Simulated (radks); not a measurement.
# Nuclear size and the levels of Ce

The task here is to estimate one member of a computed series from the others.

Program: radks (a radial shooting solver on a logarithmic mesh, Libxc functionals) version 1. Level of theory: Dirac Kohn-Sham, BLYP, spin-unpolarised, spherical densities, finite nucleus; open shells fill j = l - 1/2 first. These are calculated values, not measurements, unless marked.

### The atom as given

| Property | Result |
| --- | --- |
| element | cerium (Z = 58) |
| charge | 0 |
| electrons | 58 |
| configuration | [Xe] 4f1 5d1 6s2 |
| nuclear rms radius | 4.8771 fm |

Set-up of the first run:

Input:

```text
Z 58
configuration [Xe] 4f1 5d1 6s2 6p0 7s0
relativity Dirac
functional b88,lyp
spin unpolarised
j_filling energy
nucleus finite rms 4.8771 fm
c 137.035999084
```

Steps of the session up to this table: rms radius 4.8771 fm.

One of the session's tables, all rows but one given; the rest of the session is left out.

It belongs to the step «rms radius 4.8771 fm». Radial moments (bohr):

```
level    <r>  outermost maximum (interpolated)  90 % within  nodes
5p3/2  1.789                              1.57         2.62      3
4f5/2  1.101                             0.706         1.90      0
4f7/2  1.114                             0.711         1.93      0
6s1/2  4.353                              3.71         6.42      5
5d3/2  2.931                              2.16         4.69      2
5d5/2  3.004                              2.20         4.82      2
6p1/2      ?                                 ?            ?      ?
6p3/2  6.216                              5.06         9.42      4
```

**Question.** Estimate the row for 6p1/2.

The run gave: <r>: 5.872; outermost maximum (interpolated): 4.79; 90 % within: 8.89; nodes: 4. In the column «<r>» it lies between 6s1/2 (4.353) and 6p3/2 (6.216).
